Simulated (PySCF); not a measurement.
# C2H7GeNO: the cost of one run

The runs use PySCF 2.14.0, with density-fitted response routines of our own; the level of theory stands in each step. All values are computed, except where a source is named. Atoms are numbered from 0 throughout.

### 1 The molecule as given

12 atoms, charge 0, multiplicity 1; geometry from: GFN2-xTB. The atoms were then displaced at random by about 0.01 Å, so the start is not that level's minimum.

Bonds of the start (Å): C0–C1 1.47, C1–O2 1.21, C1–Ge3 2.05, Ge3–N4 1.81, C0–H5 1.07, C0–H6 1.11, C0–H7 1.10, Ge3–H8 1.52, Ge3–H9 1.50, N4–H10 1.00, N4–H11 1.02.

### 2 Optimising the geometry at PBE0-D3(BJ)/def2-SVP

What the job is given:

```
{"job": {"xc": "PBE0", "basis": "def2-SVP", "d3": "d3bj", "grid": 1, "shake": 0.01, "kind": "geom"}, "charge": 0, "multiplicity": 1}
C     -1.631460     0.282080     0.793230
C     -0.992710    -0.657330    -0.146800
O     -1.599210    -1.341490    -0.945540
Ge     1.053940    -0.718560    -0.043230
N      1.578760     0.979850    -0.360650
H     -1.417300     0.017790     1.808210
H     -1.212790     1.293390     0.625940
H     -2.714740     0.337130     0.641790
H      1.563530    -1.011530     1.355810
H      1.548940    -1.763830    -0.996670
H      1.287380     1.391740    -1.221640
H      2.575350     1.162490    -0.225330
```

Launch:

```sh
$ OMP_NUM_THREADS=1 python probes_run.py task.json out
```

One launch serves the whole session: the jobs run in the order shown.

**Question.** How long does this first job take on 1 thread of Arm Neoverse N1, shared host, and how much memory does it need?

About 3.1 min, with a peak of 0.49 GiB.
